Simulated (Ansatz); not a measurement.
**CHGa2 (quartet): the correlation ladder, cc-pVDZ**

The task here is to estimate one member of a computed series from the others.

The runs use Ansatz 0.2.0, Gaussian basis; cc-pVDZ, core rule «outside noble gas», up to 29 orbitals frozen.

Plan: UHF; CCSD(T) on ROHF; CCSD(T) on UHF; BCCD(T) on ROHF; CISD as a restricted active space (open shells left free, so some higher excitations enter); CCSDT(Q) on ROHF; CCSDT(Q) on UHF.

33 further runs of the same task are left out: 4 for a known fault of the program, 12 that didn't finish, 17 set aside as unsound or not needed. Runs told in other sessions of the task aren't counted.

## The geometry

The geometry is a PBE0/def2-TZVP stationary point (not a proven minimum). No spin-orbit coupling is included. The filled d shell of Ga may be among the frozen orbitals whatever the setting's name suggests.

4 atoms, charge 0, spin multiplicity 4.

Atoms are counted from 1 here; the program's logs count them from 0.

Bond lengths: Ga1–C2 2.021 Å, C2–Ga3 2.001 Å, Ga3–H4 1.615 Å. Angles: Ga1–C2–Ga3 175.9°, C2–Ga3–H4 115.6°.

The first run:

in.yaml reads:

```yaml
crystal:
  periodic: [false, false, false]
  atoms:
    - {symbol: Ga, position_ang: [-0.000039, -0.311616, 2.680606]}
    - {symbol: C, position_ang: [0.000076, -0.414160, 0.662323]}
    - {symbol: Ga, position_ang: [-0.000040, -0.372809, -1.338163]}
    - {symbol: H, position_ang: [0.000002, 1.098586, -2.004765]}
basis:
  gaussian: {orbitals: cc-pVDZ}
magnetization: {spin_polarized: true, initial_magnetization: 3}
hamiltonian: {xc: hf}
output: {orbitals: {seedname: orbitals}}
```

Launch:

```console
$ ansatz run in.yaml --threads 1 --pin off --events-out ev --progress --plain --max-ram 2393MiB
```

Steps of the session up to this table: UHF; CCSD(T) on ROHF; CCSD(T) on UHF; BCCD(T) on ROHF; CISD as a restricted active space (open shells left free, so some higher excitations enter); CCSDT(Q) on ROHF; CCSDT(Q) on UHF.

One table of the session follows, with a row left open; its other results are not shown here.

| method | from UCCSDT(Q) (meV) |
| --- | --- |
| ROHF | +6069.2 |
| UHF | +5861.3 |
| RMP2 | ? |
| UMP2 | +1338.5 |
| RCCSD | +252.1 |
| UCCSD | +239.9 |
| RCCSD(T) | +64.8 |
| UCCSD(T) | +58.6 |
| BCCD(T) | +63.0 |
| RCCSDT | +22.0 |
| UCCSDT | +14.5 |
| RCCSDT(Q) | +8.2 |
| UCCSDT(Q) | 0 |

**Question.** Estimate the row for RMP2.

As computed: from UCCSDT(Q) (meV): +1333.8. In the column «from UCCSDT(Q) (meV)» it lies between RCCSD (+252.1) and UMP2 (+1338.5).

Not comparable, so not listed: CISD as a restricted active space (open shells left free, so some higher excitations enter) (they don't share determinant, frozen orbitals or solution with the rows shown, or repeat one).

Caveats from the session: Restricted and unrestricted rows rest on different reference determinants; a gap between their highest levels can come from leftover correlation error, from unlike frozen cores or from another state.
